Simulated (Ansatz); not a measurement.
**AlBH2OF2 (SMILES O[B](F)[AlH][F]): B3LYP/6-31G(d) (spherical functions)**

What is the energy change on altering one bond length of AlBH2OF2 at B3LYP/6-31G* (spherical functions)? 

The calculation is run with Ansatz 0.2.0.

128 further runs of the same task are left out: 128 set aside as unsound or not needed.

### 1 The system as given

The species is AlBH2OF2 (7 atoms), meant as a singlet with charge 0. As SMILES, `O[B](F)[AlH][F]`. The coordinates come from a PBE0-D4/def2-TZVP relaxation. This is one conformer, not always the lowest.

Bond lengths: O1–B2 1.351 Å, B2–F3 1.331 Å, B2–Al4 2.153 Å, Al4–F5 1.661 Å, O1–H6 0.961 Å, Al4–H7 1.580 Å. Angles: O1–B2–F3 115.5°, O1–B2–Al4 122.4°, F3–B2–Al4 122.1°, B2–Al4–F5 111.0°, B2–O1–H6 113.4°, B2–Al4–H7 132.2°, F5–Al4–H7 116.8°.

### 2 The energy at B3LYP/6-31G(d) (spherical functions)

The input, in.yaml:

```yaml
crystal:
  periodic: [false, false, false]
  atoms:
    - {symbol: O, position_ang: [0.462300, -0.166500, 1.769000]}
    - {symbol: B, position_ang: [0.511800, -0.675600, 0.519100]}
    - {symbol: F, position_ang: [1.170800, -1.824800, 0.394500]}
    - {symbol: Al, position_ang: [-0.411500, 0.301600, -1.162100]}
    - {symbol: F, position_ang: [-1.152700, 1.713100, -0.697800]}
    - {symbol: H, position_ang: [-0.019900, 0.662300, 1.825000]}
    - {symbol: H, position_ang: [-0.499600, -0.078200, -2.693300]}
basis:
  gaussian: {orbitals: 6-31G_st_-spherical.json}
output: {orbitals: {seedname: orbitals}}
hamiltonian: {xc: {name: B3LYP}}
accuracy: high
```

The basis set 6-31G* is read from a file made from the Basis Set Exchange's data (not shown).

Launch:

```bash
$ ansatz run in.yaml --threads 1 --pin off --max-ram 3480MiB --events-out events.jsonl --progress --plain --runs-dir runs
```

Standard output:

```text
Warning: RAYON_NUM_THREADS=1 ignored (pool sized by the plan → 1); use --threads N
Functional definition: B3LYP
  name "B3LYP"
  parameter a0 = 0.2
  parameter ax = 0.72
  parameter ac = 0.81
  exchange = (1 - a0 - ax)*slater_x + ax*b88_x + a0*exact_x
  correlation = (1 - ac)*vwn_rpa_c + ac*lyp_c
1697 factors; integrals over basis functions are off by at most 5.8e-9 eV
mean field evaluation 1: about -14784.6537 eV, gradient 6.0e1 eV
mean field evaluation 2: about -14770.6634 eV, gradient 1.1e2 eV
mean field evaluation 4: about -14790.5297 eV, gradient 5.2e0 eV
mean field evaluation 8: about -14790.6957 eV, gradient 2.8e-1 eV
mean field evaluation 16: about -14790.6958 eV, gradient 2.8e-5 eV
mean field -14790.69584960 eV, -543.5480469791 hartree, gradient 9.0e-8 eV, S^2 0.000000; 0 other end points of the search recorded, 0 dependent functions left out
reference -14790.69588847 eV, -543.5480484075 hartree; 23, 23 occupied and 55, 55 virtual orbitals, 1697 factors
Total energy: -14790.69588847 eV, -543.5480484075 hartree
```

It took 6.6 s on 1 thread of Arm Neoverse V1, shared host; peak memory 0.24 GiB.

### 3 The distorted shape at the same level

The input, in.yaml:

```yaml
crystal:
  periodic: [false, false, false]
  atoms:
    - {symbol: O, position_ang: [0.532780, 0.137339, 2.993956]}
    - {symbol: B, position_ang: [0.582280, -0.371761, 1.744056]}
    - {symbol: F, position_ang: [1.241280, -1.520961, 1.619456]}
    - {symbol: Al, position_ang: [-0.341020, 0.605439, 0.062856]}
    - {symbol: F, position_ang: [-1.082220, 2.016939, 0.527156]}
    - {symbol: H, position_ang: [0.050580, 0.966139, 3.049956]}
    - {symbol: H, position_ang: [-0.499600, -0.078200, -2.693300]}
basis:
  gaussian:
    orbitals: 6-31G_st_-spherical.json
total_charge: 0
hamiltonian:
  xc: {name: B3LYP}
accuracy: high
output: {orbitals: {seedname: orbitals}}
```

The basis set 6-31G* is read from a file made from the Basis Set Exchange's data (not shown).

Launch:

```bash
$ ansatz run in.yaml --threads 1 --pin off --max-ram 3480MiB --events-out events.jsonl --progress --plain --runs-dir runs
```

Standard output, shortened:

```text
Warning: RAYON_NUM_THREADS=1 ignored (pool sized by the plan → 1); use --threads N
[... 7 set-up lines as earlier in the session ...]
1688 factors; integrals over basis functions are off by at most 7.5e-9 eV
mean field evaluation 1: about -14781.1580 eV, gradient 6.1e1 eV
mean field evaluation 2: about -14762.5073 eV, gradient 1.2e2 eV
mean field evaluation 4: about -14787.6771 eV, gradient 5.5e0 eV
mean field evaluation 8: about -14787.8372 eV, gradient 4.7e-1 eV
mean field evaluation 16: about -14787.8383 eV, gradient 6.8e-5 eV
mean field -14787.83830558 eV, -543.4430341732 hartree, gradient 3.6e-8 eV, S^2 0.000000; 0 other end points of the search recorded, 0 dependent functions left out
reference -14787.83834616 eV, -543.4430356645 hartree; 23, 23 occupied and 55, 55 virtual orbitals, 1688 factors
Total energy: -14787.83834616 eV, -543.4430356645 hartree
```

It took 7.2 s on 1 thread of Arm Neoverse V1, shared host; peak memory 0.24 GiB.

### 4 Results

Level: B3LYP/6-31G* (spherical functions).

| quantity | value |
| --- | --- |
| first shape: total energy | -543.54805 Eh |
| first shape: HOMO energy | -7.43 eV |
| first shape: LUMO energy | -2.02 eV |
| first shape: HOMO–LUMO gap | 5.41 eV |
| distorted shape: total energy | -543.44304 Eh |
| distorted shape: HOMO energy | -6.33 eV |
| distorted shape: LUMO energy | -2.65 eV |
| distorted shape: HOMO–LUMO gap | 3.68 eV |
| energy change with the Al4–H7 bond stretched from 1.580 to 2.844 Å | 2.858 eV |

**Reading.** With the Al4–H7 bond stretched from 1.580 to 2.844 Å the energy rises by 2.86 eV (66 kcal/mol). The first shape isn't relaxed at this level, so the change isn't measured from a minimum.
